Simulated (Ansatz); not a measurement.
# TaN+ (quartet): wave-function methods side by side, def2-TZVPP

The task here is to estimate one member of a computed series from the others.

Computed with Ansatz 0.2.0, Gaussian basis. Level: def2-TZVPP, core rule «outside noble gas», up to 5 orbitals frozen.

To be run: UHF; ROHF; CCSD(T) on UHF.

### What is computed

The geometry is a PBE0/def2-TZVP stationary point (not a proven minimum) of the parent state, kept for this charge and spin. No spin-orbit coupling is included. Elements past krypton take def2 core potentials.

2 atoms, charge 1, spin multiplicity 4.

Atoms are counted from 1 here; the program's logs count them from 0.

Bond lengths: Ta1–N2 1.820 Å.

As a file:

```tsv
atom	x (Å)	y (Å)	z (Å)
Ta1	0.0000	0.0000	0.0000
N2	0.0000	0.0000	1.8196
```

The first run:

File in.yaml:

```yaml
crystal:
  periodic: [false, false, false]
  atoms:
    - {symbol: Ta, position_ang: [0.000000, 0.000000, 0.000000]}
    - {symbol: N, position_ang: [0.000000, 0.000000, 1.819600]}
basis:
  gaussian: {orbitals: def2-TZVPP}
total_charge: 1
magnetization: {spin_polarized: true, initial_magnetization: 3}
hamiltonian: {xc: hf}
output: {orbitals: {seedname: orbitals}}
```

Launch:

```console
$ ansatz run in.yaml --threads 1 --pin off --events-out ev --progress --plain --max-ram 4096MiB --backend cpu
```

Among the steps run: UHF; ROHF; CCSD(T) on UHF.

One table of the session follows, with a row left open; its other results are not shown here.

```
  method  from UCCSD(T) (kcal/mol)
    ROHF                   +189.35
    UMP2                         ?
   UCCSD                    +14.32
UCCSD(T)                         0
```

**Question.** Estimate the row for UMP2.

**Answer.** from UCCSD(T) (kcal/mol): +10.15. In the column «from UCCSD(T) (kcal/mol)» it lies between UCCSD(T) (0) and UCCSD (+14.32).

Left out of the table: UHF (another determinant or state than the rows shown).

Limits of these values: Warnings: spin contamination; coupled cluster took another determinant than the lowest.
